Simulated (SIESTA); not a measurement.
The system is TiWC2.

```
CELL_PARAMETERS angstrom
1.53442 0.88590 5.05550
-1.53442 0.88590 5.05550
0.00000 -1.77180 5.05550
ATOMIC_POSITIONS crystal
W 0.00000 0.00000 0.00000
Ti 0.50000 0.50000 0.50000
C 0.75063 0.75063 0.75063
C 0.24937 0.24937 0.24937
```

The cell comes from a database or a generator and needn't be the stable form of this composition.

* Program: SIESTA 5.4.2
* Task: single point
* Functional: PBEsol
* Potentials or basis: PseudoDojo 0.4 standard (PBEsol files)
* Basis: DZP (energy shift 0.003 Ry; two zetas on semicore shells)
* Grid cutoff: 800 Ry
* Energy shift: 0.003 Ry
* k mesh: 10 × 10 × 10
* Occupations: fermi-dirac, width 0.05 eV
* Spin: no spin polarisation

On this cell: pressure -5.0 GPa; largest force 0.201 eV/Å; band gap on the k mesh none (metal or under the smearing width).

The same run follows on a disturbed copy (atoms moved at random, drawn with an rms of 0.05 Å):

```
W Ti C
1.0
     1.53442    0.88590    5.05550
    -1.53442    0.88590    5.05550
     0.00000   -1.77180    5.05550
W Ti C
1 1 2
Direct
  0.01100 0.98329 0.99824
  0.49139 0.51039 0.48865
  0.78465 0.72663 0.74080
  0.24534 0.24358 0.26871
```

**Question.** What does the disturbed cell give?

**Answer.** The energy (extrapolated to zero smearing) moves by +38.5 meV/atom; pressure -2.3 GPa; largest force 1.745 eV/Å; band gap on the k mesh none (metal or under the smearing width).

Forces on the atoms (eV/Å):
```
W    0.185 -0.238  1.086
Ti   0.640 -0.103  0.604
C   -1.160 -0.415 -0.152
C    0.335  0.755 -1.538
```

Stress tensor (GPa, compression positive):
```
-3.22 -0.62 -0.45
-0.62 -1.38 -1.27
-0.45 -1.27 -2.41
```

Caveats: short orbitals over semicore shells can move pressures by several GPa; the basis of atomic orbitals isn't converged, which shifts pressures, moduli and gaps.
